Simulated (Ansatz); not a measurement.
**BrGaH₃N: up Jacob's ladder to CCSD(T)**

One table from this session's results is given with a row withheld; the runs are named, their logs left out.

The runs use Ansatz 0.2.0, Gaussian basis; functionals in def2-TZVPP, the program's frozen cores in correlated methods.

Plan: LDA (SPW92), PBE-D4, revPBE-D4, BLYP-D4, r2SCAN-D4, B97M-V, PBE0-D4, B3LYP-D4, r2SCANh-D4, r2SCAN0-D4, HSE06-D4, BHLYP-D4, CAM-B3LYP-D4, LC-ωPBE, ωB97X-V, ωB97M-V, B2PLYP, PBE-QIDH; CCSD(T)/def2-SVP; CCSD(T)/def2-TZVPP; MP2/def2-QZVPP; extrapolation to the limit; RPA on PBE.

1 further run of the same task is left out (it didn't finish).

**The relaxed structure**

An earlier PBE0-D4 in a triple-zeta def2 set relaxation fixed the geometry.

6 atoms, charge 0, spin multiplicity 1.

Atoms are counted from 1 here; the program's logs count them from 0.

Bond lengths: N1–Ga2 1.800 Å, N1–H4 1.005 Å, N1–H5 1.006 Å, Ga2–Br3 2.293 Å, Ga2–H6 1.547 Å. Angles: Ga2–N1–H4 124.2°, Ga2–N1–H5 123.0°, H4–N1–H5 112.9°, N1–Ga2–Br3 113.9°, N1–Ga2–H6 125.6°, Br3–Ga2–H6 120.5°.

Coordinates:

| atom | x (Å) | y (Å) | z (Å) |
| --- | --- | --- | --- |
| N1 | -0.5778 | 0.2176 | -0.8237 |
| Ga2 | 0.3496 | 0.0518 | 0.7103 |
| Br3 | 1.6052 | -1.8634 | 0.8333 |
| H4 | -1.1770 | 0.9953 | -1.0397 |
| H5 | -0.5472 | -0.4682 | -1.5584 |
| H6 | 0.3473 | 1.0669 | 1.8781 |

Set-up of the first run:

The input, in.yaml:

```yaml
crystal:
  periodic: [false, false, false]
  atoms:
    - {symbol: N, position_ang: [-0.577848, 0.217616, -0.823659]}
    - {symbol: Ga, position_ang: [0.349640, 0.051816, 0.710341]}
    - {symbol: Br, position_ang: [1.605202, -1.863440, 0.833341]}
    - {symbol: H, position_ang: [-1.177025, 0.995342, -1.039719]}
    - {symbol: H, position_ang: [-0.547240, -0.468176, -1.558383]}
    - {symbol: H, position_ang: [0.347260, 1.066852, 1.878079]}
basis:
  gaussian: {orbitals: def2-TZVPP}
hamiltonian: {xc: lda}
output: {orbitals: {seedname: orbitals}}
```

Among the steps run: LDA; PBE-D4 (GGA); revPBE-D4 (GGA); BLYP-D4 (GGA); r2SCAN-D4 (meta-GGA); B97M-V (meta-GGA); PBE0-D4 (hybrid); B3LYP-D4 (hybrid); r2SCANh-D4 (hybrid); r2SCAN0-D4 (hybrid); HSE06-D4 (hybrid); BHLYP-D4 (hybrid); CAM-B3LYP-D4 (range-separated); LC-ωPBE (range-separated); ωB97X-V (range-separated); ωB97M-V (range-separated); B2PLYP (double hybrid); PBE-QIDH (double hybrid).

One of the session's tables, all rows but one given; the rest of the session is left out.

It belongs to the step «Frontier levels by functional». 

```
  functional  HOMO (eV)  gap (eV)
 LDA (SPW92)      -6.54      4.71
      PBE-D4      -6.35      4.79
   revPBE-D4      -6.28      4.83
     BLYP-D4      -6.21      4.72
   r2SCAN-D4      -6.64      5.34
      B97M-V      -6.68      5.21
     PBE0-D4      -7.69      6.89
    B3LYP-D4      -7.45      6.39
  r2SCANh-D4      -7.15      6.11
  r2SCAN0-D4      -7.91      7.26
    HSE06-D4      -7.29      6.12
    BHLYP-D4      -8.93      8.87
CAM-B3LYP-D4      -9.10      9.19
     LC-ωPBE          ?         ?
     ωB97X-V     -10.13     11.24
     ωB97M-V     -10.02     10.92
```

**Question.** Estimate the row for LC-ωPBE.

**Answer.** HOMO (eV): -10.53; gap (eV): 11.77. In the column «HOMO (eV)» it is the lowest.
